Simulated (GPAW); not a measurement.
Ga in GPAW: the effect of strain uniaxial z

The system is Ga.

```
Ga
1.0
    -2.99241    2.99241    2.87271
     2.99241   -2.99241    2.87271
     2.99241    2.99241   -2.87271
Ga
6
Direct
  0.37500 0.62500 0.75000
  0.62500 0.75000 0.37500
  0.87500 0.25000 0.12500
  0.75000 0.37500 0.62500
  0.12500 0.87500 0.25000
  0.25000 0.12500 0.87500
```

This isn't the form of Ga at room conditions, which is orthorhombic.

Alike in all runs:

| Quantity | Value |
| --- | --- |
| Program | GPAW 26.7.0 |
| Task | single point |
| Functional | PBEsol |
| Potentials or basis | PAW data sets generated in the run's folder for this functional |
| Cutoff | 600 eV |
| Basis | pw |
| k mesh | 6 × 6 × 6 |
| Occupations | fermi-dirac, width 0.05 eV |
| Spin | no spin polarisation |
| Maxiter | 150 |

| strain uniaxial z | pressure (GPa) |
| --- | --- |
| -0.04 | 2.7 |
| -0.02 | 1.2 |
| -0.01 | ? |
| 0 | -0.1 |
| 0.01 | -0.7 |
| 0.02 | -1.3 |
| 0.04 | -2.3 |

What does the run with strain uniaxial z -0.01 give?

Pressure 0.5 GPa.

Worked out: A parabola through the other rows of the pressure, of slope -66.3 GPa per unit of strain uniaxial z there, gives 0.5 GPa, against the run's 0.5.

Caveats: the density grid can change from cell to cell, which puts small steps into energies and stress.
